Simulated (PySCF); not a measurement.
# MoOCl2: relaxation and vibrations of the singlet

The task is one start of a wider search on MoOCl2: the singlet, built as T-shaped (ligand arrangement 1). It is relaxed, tested by its Hessian and followed downhill if it is a saddle.

Computed with PySCF 2.14.0. Level: PBE, basis Mo def2-SVP with ECP28, O def2-SVP, Cl def2-SVP, scalar-relativistic core potentials, no spin–orbit coupling, density fitting.

## (1) Where the work starts

4 atoms, charge 0, spin multiplicity 1.

Bond lengths: Mo1–O2 1.780 Å, Mo1–Cl3 2.370 Å, Mo1–Cl4 2.370 Å. Angles: O2–Mo1–Cl3 88.0°, O2–Mo1–Cl4 176.0°, Cl3–Mo1–Cl4 88.0°.

```xyz
4
charge 0 multiplicity 1
Mo   -0.2958    0.0000   -0.4719
O    -2.0747    0.0000   -0.4098
Cl   -0.2958    0.0000    1.8981
Cl    2.0728    0.0000   -0.3892
```

## (2) T-shaped (ligand arrangement 1) start, singlet: relaxation

One driver script runs all steps and calls PySCF; scf.py shows how it sets up the SCF of each step. The optimiser is the driver's own. Before each start the driver seeks the lowest SCF state from one or more starting densities and follows internal instabilities, so scf.py alone need not reach the same state.

The program finds Cs symmetry in the start, which this walk keeps. The walk stops when the largest gradient is under 0.0003 Eh/bohr and the energy has settled too.

scf.py reads:

```python
from pyscf import gto, scf, dft
mol = gto.M(atom='''
Mo    -0.295771     0.000000    -0.471945
O     -2.074671     0.000000    -0.409845
Cl    -0.295771     0.000000     1.898055
Cl     2.072829     0.000000    -0.389245''',
    basis={'Mo': 'def2-SVP', 'O': 'def2-SVP', 'Cl': 'def2-SVP'},
    ecp={'Mo': 'def2-SVP'},
    charge=0, spin=0)
mf = dft.RKS(mol, xc='PBE')
mf.grids.atom_grid = (50, 194)
aux = {'Mo': 'def2-universal-JKFIT', 'O': 'def2-universal-JKFIT', 'Cl': 'def2-universal-JKFIT'}
mf = mf.density_fit(auxbasis=aux)
mf.kernel()
```

Energy and gradient, step by step:

```
step   energy (Eh)  change (kJ/mol)  largest symmetric gradient (Eh/bohr)
   0  -1063.090460             0.00                               0.07963
   1  -1063.116151           -67.45                               0.06096
   2  -1063.143461          -139.16                               0.02758
   3  -1063.151310          -159.76                               0.02448
   4  -1063.157710          -176.56                               0.03509
   5  -1063.165536          -197.11                               0.03405
   6  -1063.171777          -213.50                               0.00985
   7  -1063.172549          -215.53                               0.00311
   8  -1063.172587          -215.63                               0.00298
   9  -1063.172606          -215.67                               0.00200
  10  -1063.172636          -215.75                               0.00124
  11  -1063.172646          -215.78                               0.00024
  12  -1063.172647          -215.78                               0.00007
```

The walk ran for 27 s (4 threads, shared host).

End point (C2v, 12 steps, 215.8 kJ/mol gained): Mo–Cl 2.247 Å (×2), Mo–O 1.660 Å; Cl–Mo–Cl 128.9°, Cl–Mo–O 115.6° (×2).

## (3) Frequencies

The point is checked on the finer grid, and tightened if its gradient asks for it. The Hessian and the dipole derivatives come from central differences of analytic gradients, with steps of 0.01 bohr.

scf.py: that of step 2 with these lines changed.

```diff
@@ -3,4 +3,4 @@
-Mo    -0.295771     0.000000    -0.471945
-O     -2.074671     0.000000    -0.409845
-Cl    -0.295771     0.000000     1.898055
-Cl     2.072829     0.000000    -0.389245''',
+Mo    -0.184478    -0.000000    -0.127530
+O     -1.550228    -0.000000    -1.071669
+Cl    -0.539985     0.000000     2.091174
+Cl     1.765567    -0.000000    -1.243932''',
@@ -11 +11 @@
-mf.grids.atom_grid = (50, 194)
+mf.grids.atom_grid = (75, 302)
```

This SCF starts from the last density.

Log of the central SCF (cycles and frontier levels):

```text
init E= -1063.17269027058
  HOMO = -0.196451736377959  LUMO = -0.187695011473281  gap/eV = 0.23828
cycle= 1 E= -1063.17269026983  delta_E= 7.51e-10  |g|= 5.19e-05  |ddm|= 8.81e-05
  HOMO = -0.196446971702622  LUMO = -0.187691618559117  gap/eV = 0.23825
cycle= 2 E= -1063.17269026277  delta_E= 7.06e-09  |g|= 0.000168  |ddm|= 0.000237
  HOMO = -0.196449464387377  LUMO = -0.18769292156963  gap/eV = 0.23828
cycle= 3 E= -1063.17269027009  delta_E= -7.32e-09  |g|= 5.29e-05  |ddm|= 0.000168
  HOMO = -0.196450999057301  LUMO = -0.187694500981554  gap/eV = 0.23828
cycle= 4 E= -1063.17269027069  delta_E= -6.1e-10  |g|= 8.35e-06  |ddm|= 4.1e-05
  HOMO = -0.196450461825359  LUMO = -0.187694026025907  gap/eV = 0.23827
cycle= 5 E= -1063.17269027071  delta_E= -2e-11  |g|= 4.87e-07  |ddm|= 9.18e-06
  HOMO = -0.196450525598365  LUMO = -0.187694085099014  gap/eV = 0.23827
Extra cycle  E= -1063.17269027071  delta_E=    0  |g|= 8.74e-07  |ddm|= 1.34e-06
converged SCF energy = -1063.17269027071
```

The whole step took 18 s.

Geometry: C2v; Mo–Cl 2.247 Å (×2), Mo–O 1.660 Å; Cl–Mo–Cl 128.9°, Cl–Mo–O 115.6° (×2).

Modes, for the most abundant isotopes:

```tsv
symmetry	ω (cm⁻¹)	IR (km/mol)	μ (u)	type
b1	72	2.4	30.57	bend
a1	100	0.6	38.72	bend
b2	232	0.1	18.87	bend
a1	380	12.4	36.69	stretch
b2	458	67.2	45.77	stretch
a1	1049	121	18.15	stretch
```

Every mode is real; the point is a minimum.

Properties at this point:

```
Dipole moment                                                   : 0.88 D
Highest occupied level                                          : -5.35 eV
Lowest empty level                                              : -5.11 eV
Rotational constants                                            : 0.1677, 0.05865, 0.04345 cm⁻¹
Zero-point energy                                               : 13.7 kJ/mol
Principal polarisabilities                                      : 51.3, 57.3, 77.0 bohr³
Atomisation energy without zero-point energy                    : 1476 kJ/mol
Principal traceless quadrupole moments about the centre of mass : -1.62, 0.18, 1.44 D Å
Entropy at 298.15 K and 1 bar                                   : 331.4 J/(mol K)
Heat capacity Cp at 298.15 K                                    : 70.5 J/(mol K)
Enthalpy at 298.15 K above 0 K                                  : 16.89 kJ/mol
Rotational symmetry number                                      : 2
```

Charges (e) and bond orders:

```tsv
atom	Mulliken	Löwdin	polar tensor	Mayer order to Mo1
Mo1	0.49	-0.50	1.24	–
O2	-0.22	0.01	-0.52	2.34
Cl3,4	-0.13	0.24	-0.36	1.36
```

Mulliken populations on Mo1 (outside its core potential): s 2.65, p 6.44, d 4.37, f 0.05.

## (4) Would spin polarisation lower it?

At the lowest minimum the closed shell is tested against spin polarisation, on the (50, 194) grid. It is unstable: an open-shell solution lies lower. That solution was not followed to a minimum here.

## (5) What came out

```
                            quantity                                                                   value
                             minimum         singlet, C2v (closed shell, unstable towards spin polarisation)
                            geometry  Mo–Cl 2.247 Å (×2), Mo–O 1.660 Å; Cl–Mo–Cl 128.9°, Cl–Mo–O 115.6° (×2)
                  wavenumbers (cm⁻¹)              72 (b1), 100 (a1), 232 (b2), 380 (a1), 458 (b2), 1049 (a1)
                       dipole moment                                                                  0.88 D
highest occupied, lowest empty level                                                         -5.35, -5.11 eV
          polar-tensor charge of Mo1                                                                 +1.24 e
                   zero-point energy                                                             13.7 kJ/mol
```

**Reading.** From Cs at the start the molecule goes to a C2v minimum. In the infrared the band at 1049 cm⁻¹ (a1, stretch) leads. Other starts or spin states, not run here, may lie lower. The soft modes, below some 90 cm⁻¹, carry numerical noise of tens of cm⁻¹, and the entropy with them. Spin polarisation would lower this closed shell, so its numbers describe a constrained state.

The search up to here took 74 s.
